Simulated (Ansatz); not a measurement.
What does this script print? It uses Ansatz 0.2.0 through its Python package.

Script `scal2_formation.py`:
```python
from collections import Counter
import warnings

import ansatz as az
import numpy as np

FUNCTIONAL = "r2scan"
DISPERSION = "d3bj"
BETA = 0.2
K_SPACING = 0.26
OCCUPATIONS = "cold"
SIGMA = 0.1

PHASES = {
    "ScAl2": (
        [[0.0, 3.77765268, 3.77765268], [3.77765268, 0.0, 3.77765268], [3.77765268, 3.77765268, 0.0]],
        [
            ("Sc", [0.5, 0.5, 0.5]),
            ("Sc", [0.75, 0.75, 0.75]),
            ("Al", [0.125, 0.125, 0.125]),
            ("Al", [0.625, 0.125, 0.125]),
            ("Al", [0.125, 0.625, 0.125]),
            ("Al", [0.125, 0.125, 0.625]),
        ],
    ),
    "Sc": (
        [[3.309, 0.0, 0.0], [-1.6545, 2.86567806, 0.0], [0.0, 0.0, 5.2733]],
        [
            ("Sc", [1 / 3, 2 / 3, 0.25]),
            ("Sc", [2 / 3, 1 / 3, 0.75]),
        ],
    ),
    "Al": (
        [[0.0, 2.024805, 2.024805], [2.024805, 0.0, 2.024805], [2.024805, 2.024805, 0.0]],
        [
            ("Al", [0.0, 0.0, 0.0]),
        ],
    ),
}


def build(vectors, sites):
    crystal = az.Crystal(lattice=az.Lattice.of(vectors))
    for symbol, position in sites:
        crystal = crystal.atom(symbol, position)
    return crystal


def run_phase(name, crystal):
    calc = (
        crystal.calculation()
        .functional(FUNCTIONAL, dispersion=DISPERSION)
        .basis(14 * az.Ha, xc_grid=2)
        .accuracy("low")
        .mixing("anderson", ndim=12, beta=BETA)
        .kpoints(spacing=K_SPACING)
        .occupations(OCCUPATIONS, width=SIGMA)
        .stress()
    )
    calc = calc.relax(force_tolerance=0.01, fix_cell=["shape"])
    return calc.run()


def counts(outcome):
    return Counter(site.symbol for site in outcome.lattice.sites)

def formation_energy(outcome, mu):
    n = counts(outcome)
    return (outcome.report["energy_sigma0_ev"] - sum(k * mu[element] for element, k in n.items())) / sum(n.values())


def volume_per_atom(outcome):
    return abs(np.linalg.det(outcome.lattice.cell_ang)) / len(outcome.lattice.sites)

warnings.simplefilter("ignore", az.DeckWarning)

phases = {name: build(*cell) for name, cell in PHASES.items()}

done = {}
for name, crystal in phases.items():
    done[name] = run_phase(name, crystal)
    print(f"{name}: {done[name].report['energy_sigma0_ev']:.4f} eV, {len(done[name].lattice.sites)} atoms")

references = {"Sc": "Sc", "Al": "Al"}
mu = {element: done[name].report["energy_sigma0_ev"] / len(done[name].lattice.sites) for element, name in references.items()}

target = done["ScAl2"]
heat = formation_energy(target, mu)
n = counts(target)
print("cell content:", dict(n), " volume", round(volume_per_atom(target), 3), "A^3/atom")
print("formation energy", round(heat, 4), "eV/atom,", round(heat * sum(n.values()), 4), "eV per cell")
print("bound against the elements" if heat < 0 else "unbound against the elements")
```

Running `python scal2_formation.py` prints:
```text
ScAl2: -6447.1259 eV, 6 atoms
Sc: -4281.4929 eV, 2 atoms
Al: -540.5810 eV, 1 atoms
cell content: {<Element.SC: 'Sc'>: 2, <Element.AL: 'Al'>: 4}  volume 17.681 A^3/atom
formation energy -0.5515 eV/atom, -3.3089 eV per cell
bound against the elements
```

These settings explore the input space; cutoff and mesh may be short of convergence. The cutoff lies under the one recommended for these potentials. The dispersion term runs with damping parameters of another functional. Dispersion corrections can be off by several per cent in the lattices of metals, and by several GPa in the pressure at a fixed cell. For the metals among these phases the mesh is modest: differences between phases can be off by up to 40 meV an atom. Atoms and volume are relaxed with the cell's shape held, which in cells of lower than cubic symmetry can hide stresses and shift volumes. The cells come from databases of deposited and of computed structures, and not all need be stable phases. The compound is the structure given, not necessarily its lowest; energies are at zero temperature, with no correction for gases. A semilocal functional's error on such energies is often 0.05 to 0.1 eV an atom, and 0.1 to 0.3 eV against gases such as O2 or F2. The script silences the warnings on its input, which a real study should read. Wall time of the script: 15 s on 1 thread of Intel(R) Xeon(R) 6975P-C (Granite Rapids), on a shared host, peak memory 0.49 GiB.
